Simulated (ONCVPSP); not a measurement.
# Pseudopotential generation for O: ONCV, PBEsol

Task: generate the file, and judge it by its errors in other configurations, its logarithmic derivatives, its ghosts and its cutoff.

Program: ONCVPSP 4.0.1.1 (patched build). Reference atom: PBEsol, scalar-relativistic, spherical and spin-unpolarised. All values are calculated.

**1. The atom and the settings**

The settings as typed:

```json
{"element": "oxygen (O, Z = 8)", "type": "optimised norm-conserving Vanderbilt (ONCV)", "frozen core": "[He]", "valence charge": "6", "reference configuration": "2s2 2p4", "partial waves": "2s: rc 0.80 bohr, ncon 5, nbas 8, qcut 7.3 1/bohr, 3 projectors, debl 2.6 Ha; 2p: rc 1.60 bohr, ncon 3, nbas 7, qcut 9.4 1/bohr, 3 projectors, debl 3.3 Ha; d scattering state at 0.41 Ha: rc 1.55 bohr, ncon 4, nbas 9, qcut 6 1/bohr, 2 projectors, debl 3.4 Ha", "local potential": "polynomial inside 0.55 bohr (lpopt 5, dvloc0 3 Ha)", "core correction": "Teter function fitted to the true core (icmod 2), fcfact 0.25"}
```

The nodes and maxima of the atom's own shells, from an earlier all-electron run, set the scale for the radii.

All-electron outer shells of the reference configuration (PBEsol, scalar-relativistic, ld1.x):

```
shell  level (eV)  outermost node (bohr)  outermost maximum (bohr)
   1s     -512.77                      –                      0.13
   2s      -23.81                   0.28                      0.87
   2p       -8.97                      –                      0.82
```

**2. The generation run**

File O.dat:

```
# ATOM AND REFERENCE CONFIGURATION
# atsym  z   nc   nv     iexc    psfile
  O 8.00    1    2  -116133      upf
#
#   n    l    f
    1    0    2.00
    2    0    2.00
    2    1    4.00
#
# PSEUDOPOTENTIAL AND OPTIMIZATION
# lmax
    2
#
#   l,   rc,      ep,       ncon, nbas, qcut
    0    0.80    0.00    5    8    7.30
    1    1.60    0.00    3    7    9.40
    2    1.55    0.41    4    9    6.00
#
# LOCAL POTENTIAL
# lloc, lpopt,  rc(5),   dvloc0
    4    5    0.55    3.00
#
# VANDERBILT-KLEINMAN-BYLANDER PROJECTORs
# l, nproj, debl
    0    3    2.60
    1    3    3.30
    2    2    3.40
#
# MODEL CORE CHARGE
# icmod, fcfact, rcfact
    2    0.25    1.00
#
# LOG DERIVATIVE ANALYSIS
# epsh1, epsh2, depsh
   -2.00    5.00    0.02
#
# OUTPUT GRID
# rlmax, drl
    6.00    0.01
#
# TEST CONFIGURATIONS
# ncnf
    4
# nvcnf
#   n    l    f
    2
    2    0    2.00
    2    1    3.00
#
    2
    2    0    2.00
    2    1    2.00
#
    2
    2    0    2.00
    2    1    1.00
#
    2
    2    0    2.00
    2    1    0.00
#
```

Command:

```
oncvpsp.x < O.dat > O.out
```

What does the calculation give? Wanted: cutoffs for 1 and 0.1 mHa per electron, occupied waves; bound ghosts; GHOST(+) flags; largest test error; largest phase difference near zero energy, channels read; rms error of d²Exc/dn², without and with the model core.

The runs gave:

| quantity | value |
| --- | --- |
| cutoffs for 1 and 0.1 mHa per electron, occupied waves | 93 Ha and 212 Ha |
| bound ghosts | s at -447.31 eV |
| GHOST(+) flags | s at 1569 eV, d at 143 eV |
| largest test error (AE − PS) | +2650 meV, for 2s2 2p0 |
| largest phase difference near zero energy, channels read | 0.000 rad |
| rms error of d²Exc/dn², without and with the model core | 1.70 and 1.39 mHa |

What this shows: It has a bound ghost (s), a state that the atom doesn't have, and that rules the file out. The worst unpolarised test, 2s2 2p0, is off by 2650 meV on 180.2 eV; by total energies transferability rates as poor. That test lies far up in energy; among those under 40 eV, nearer to bonding, the largest error is 31 meV. The potential is very hard: the looser tolerance needs 93 Ha. At the looser tolerance the 2s wave is the slowest; 2p needs 28 Ha. Near zero energy the phases of the channels with partial waves agree within 0.001 rad. The program also flags highly localised states, GHOST(+) (s, d). These are tests on the free atom; a crystal test is still owed.
